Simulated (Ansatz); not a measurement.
# TiNi: the cost of one run

Program: Ansatz 0.2.0. Level of theory: DFT PBEsol, scalar-relativistic, plane waves, PAW. These are calculated values, not measurements.

### Step 1. The structure to begin with

It takes space group P4/mmm (No. 123, tetragonal). The conventional cell has a = 2.736 Å, b = 2.736 Å, c = 3.581 Å, α = 90.00°, β = 90.00°, γ = 90.00°. Around Ti (site symmetry 4/mmm) lie 8 Ni at 2.64 Å and 4 Ti at 2.74 Å. Ni (site symmetry 4/mmm) has 8 Ti at 2.64 Å and 4 Ni at 2.74 Å as nearest neighbours.

Coordinates:

```cif
data_structure
_symmetry_space_group_name_H-M 'P 1'
_symmetry_Int_Tables_number 1
_cell_length_a 2.7358
_cell_length_b 2.7358
_cell_length_c 3.5814
_cell_angle_alpha 90.000
_cell_angle_beta 90.000
_cell_angle_gamma 90.000
_cell_volume 26.81
loop_
_atom_site_label
_atom_site_type_symbol
_atom_site_fract_x
_atom_site_fract_y
_atom_site_fract_z
_atom_site_occupancy
Ti1 Ti 0.50000 0.50000 0.50000 1
Ni1 Ni 0.00000 0.00000 0.00000 1
```

The structure comes from the Materials Project (structure only).

### Step 2. A first look at the start

Input file input.yaml:

```yaml
crystal:
  lattice:
    - [2.735803, 0.0, 0.0]
    - [0.0, 2.735803, 0.0]
    - [0.0, 0.0, 3.58141]
  atoms:
    - { symbol: Ti, position: [0.5, 0.5, 0.5] }
    - { symbol: Ni, position: [0.0, 0.0, 0.0], spin: 2.0 }
basis:
  ecutwfc: 420
kpoints:
  mp_grid: { grid: [6, 6, 6] }
hamiltonian:
  xc: pbesol
scf:
  occupations: { method: gaussian, width: 0.1 }
  lower_state_search: "off"
output:
  forces: true
  stress: true
  eigenvalues: true
  populations: true
magnetization:
  spin_polarized: true
```

Q: Estimate wall time and peak memory on 1 thread of an Arm CPU, shared host.

About 6.6 s, with a peak of 0.3 GiB.
